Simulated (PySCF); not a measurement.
# RuH₃: relaxation and vibrations of the doublet

Aim: relax RuH₃ as a doublet from a trigonal pyramidal start, check by its vibrations whether the end is a minimum, and collect its spectrum and constants.

Program: PySCF 2.14.0. Level of theory: PBE0, basis Ru def2-TZVP with ECP28, H def2-TZVP, scalar-relativistic core potentials, no spin–orbit coupling, density fitting. These are calculated values, not measurements.

## Step 1: The system as given

4 atoms, charge 0, spin multiplicity 2.

Bond lengths: Ru1–H2 1.570 Å, Ru1–H3 1.570 Å, Ru1–H4 1.570 Å. Angles: H2–Ru1–H3 99.8°, H2–Ru1–H4 99.8°, H3–Ru1–H4 99.8°.

```xyz
4
charge 0 multiplicity 2
Ru    0.0000    0.0000   -0.0212
H     1.3862    0.0000    0.7159
H    -0.6931    1.2005    0.7159
H    -0.6931   -1.2005    0.7159
```

## Step 2: Relaxation: trigonal pyramidal start, doublet

One driver script runs all steps and calls PySCF; scf.py shows how it sets up the SCF of each step. The optimiser is the driver's own. Before each start the driver seeks the lowest SCF state from one or more starting densities and follows internal instabilities, so scf.py alone need not reach the same state.

The program finds C3v symmetry in the start, which this walk keeps.

Input file scf.py:

```python
from pyscf import gto, scf, dft
mol = gto.M(atom='''
Ru     0.000000     0.000000    -0.021239
H      1.386209    -0.000008     0.715861
H     -0.693098     1.200496     0.715861
H     -0.693111    -1.200488     0.715861''',
    basis={'Ru': 'def2-TZVP', 'H': 'def2-TZVP'},
    ecp={'Ru': 'def2-TZVP'},
    charge=0, spin=1)
mf = dft.UKS(mol, xc='PBE0')
mf.grids.atom_grid = (50, 194)
aux = {'Ru': 'def2-universal-JKFIT', 'H': 'def2-universal-JKFIT'}
mf = mf.density_fit(auxbasis=aux)
mf.kernel()
```

The optimiser's trace:

| step | energy (Eh) | change (kJ/mol) | largest symmetric gradient (Eh/bohr) |
| --- | --- | --- | --- |
| 0 | -96.593044 | 0.00 | 0.00736 |
| 1 | -96.593177 | -0.35 | 0.00360 |
| 2 | -96.593218 | -0.46 | 0.00019 |
| 3 | -96.593219 | -0.46 | 0.00013 |

The walk needed 2.4 s of wall time on 4 threads, shared host.

Positions (Å) and forces (eV/Å) along the way:

```
step 0
Ru   0.000   0.000  -0.021   0.002   0.000   0.379
H    1.386   0.000   0.716  -0.169   0.000  -0.126
H   -0.693   1.200   0.716   0.083  -0.145  -0.126
H   -0.693  -1.200   0.716   0.083   0.145  -0.126
step 1
Ru   0.000   0.000  -0.013   0.003   0.000   0.185
H    1.384   0.000   0.713  -0.075   0.000  -0.061
H   -0.692   1.199   0.713   0.036  -0.064  -0.062
H   -0.692  -1.199   0.713   0.036   0.064  -0.062
step 2
Ru   0.000   0.000  -0.004   0.003   0.000   0.004
H    1.384   0.000   0.710   0.009   0.000  -0.001
H   -0.692   1.199   0.710  -0.006   0.009  -0.001
H   -0.692  -1.199   0.710  -0.006  -0.009  -0.001
step 3
Ru   0.000   0.000  -0.003   0.003   0.000   0.001
H    1.385   0.000   0.710   0.005   0.000   0.000
H   -0.692   1.199   0.710  -0.004   0.006  -0.001
H   -0.692  -1.199   0.710  -0.004  -0.006  -0.001
```

End point (C3v, 3 steps, 0.5 kJ/mol gained): Ru–H 1.558 Å (×3); H–Ru–H 100.7° (×3).

## Step 3: Hessian and properties

On the finer grid the gradient is checked again; gradients at displacements of ±0.01 bohr then give force constants and infrared intensities.

scf.py: that of step 2 with these lines changed.

```diff
@@ -3,4 +3,4 @@
-Ru     0.000000     0.000000    -0.021239
-H      1.386209    -0.000008     0.715861
-H     -0.693098     1.200496     0.715861
-H     -0.693111    -1.200488     0.715861''',
+Ru     0.000000     0.000000    -0.019992
+H      1.385544    -0.000008     0.692613
+H     -0.692765     1.199920     0.692613
+H     -0.692779    -1.199912     0.692613''',
@@ -11 +11 @@
-mf.grids.atom_grid = (50, 194)
+mf.grids.atom_grid = (75, 302)
```

This SCF starts from the last density.

SCF at the final geometry:

```text
init E= -96.5932299281505
[... the frontier-level lines of each cycle are left out ...]
cycle= 1 E= -96.593229928155  delta_E= -4.58e-12  |g|= 1.83e-06  |ddm|= 3.62e-06
Extra cycle  E= -96.5932299281552  delta_E= -1.14e-13  |g|= 3.08e-06  |ddm|= 3.53e-06
converged SCF energy = -96.5932299281552  <S^2> = 0.75901697  2S+1 = 2.0089967
```

The whole step took 8.9 s.

Geometry: C3v; Ru–H 1.558 Å (×3); H–Ru–H 100.7° (×3).

Modes, for the most abundant isotopes:

```json
{"symmetry": "a1", "ω (cm⁻¹)": "625", "IR (km/mol)": "85.1", "μ (u)": "1.03"}
{"symmetry": "e", "ω (cm⁻¹)": "755", "IR (km/mol)": "64.7", "μ (u)": "1.02"}
{"symmetry": "e", "ω (cm⁻¹)": "2129", "IR (km/mol)": "301", "μ (u)": "1.02"}
{"symmetry": "a1", "ω (cm⁻¹)": "2202", "IR (km/mol)": "11.6", "μ (u)": "1.01"}
```

All wavenumbers are real: a minimum.

Properties at this point:

- Dipole moment: 2.33 D
- Highest occupied level: -6.46 eV
- Lowest empty level: -2.52 eV
- Rotational constants: 3.837, 3.837, 2.904 cm⁻¹
- Zero-point energy: 51.4 kJ/mol
- Principal polarisabilities: 33.7, 41.4, 41.4 bohr³
- Atomisation energy without zero-point energy: 776 kJ/mol
- Principal traceless quadrupole moments about the centre of mass: -0.68, -0.68, 1.37 D Å
- Entropy at 298.15 K and 1 bar (electronic part: spin only): 235.4 J/(mol K)
- Heat capacity Cp at 298.15 K: 43.5 J/(mol K)
- Enthalpy at 298.15 K above 0 K: 10.79 kJ/mol
- Rotational symmetry number: 3
- Spin squared ⟨S²⟩: 0.759

Populations by atom (charges in e):

```json
{"atom": "Ru1", "Mulliken": "0.10", "Löwdin": "0.02", "polar tensor": "0.72", "spin (Mulliken)": "1.16", "Mayer order to Ru1": "–"}
{"atom": "H2,3,4", "Mulliken": "-0.03", "Löwdin": "-0.01", "polar tensor": "-0.24", "spin (Mulliken)": "-0.05", "Mayer order to Ru1": "0.98"}
```

Outer orbital energies (eV). α occupied: -51.32, -51.32, -9.60, -9.60, -9.32, -7.69, -6.91, -6.91; empty: -1.79, -1.79, -1.15, 2.06. β occupied: -50.56, -50.56, -50.28, -9.39, -9.39, -9.24, -6.46, -6.46; empty: -2.52, -1.58, -1.58, -0.78.

Mulliken populations on Ru1 (outside its core potential): s 2.69, p 6.13, d 7.08, f 0.01.

## Step 4: Results

| quantity | value |
| --- | --- |
| minimum | doublet, C3v |
| geometry | Ru–H 1.558 Å (×3); H–Ru–H 100.7° (×3) |
| wavenumbers (cm⁻¹) | 625 (a1), 755 (e), 2129 (e), 2202 (a1) |
| dipole moment | 2.33 D |
| highest occupied, lowest empty level (either spin) | -6.46, -2.52 eV |
| polar-tensor charge of Ru1 | +0.72 e |
| zero-point energy | 51.4 kJ/mol |
| entropy at 298.15 K | 235.4 J/(mol K) |
| atomisation energy (no zero-point energy) | 776 kJ/mol |
| ⟨S²⟩ | 0.759 |

The molecule stays C3v, as typed, and the end point is a minimum. The strongest infrared band lies at 2129 cm⁻¹ (e, stretch). Most of the spin sits on Ru1 (Mulliken spin 1.16, against 1 for the whole molecule). Other starts or spin states, not run here, may lie lower. One determinant may miss the lowest occupation of an open d or f shell.

The search up to here took 15 s.
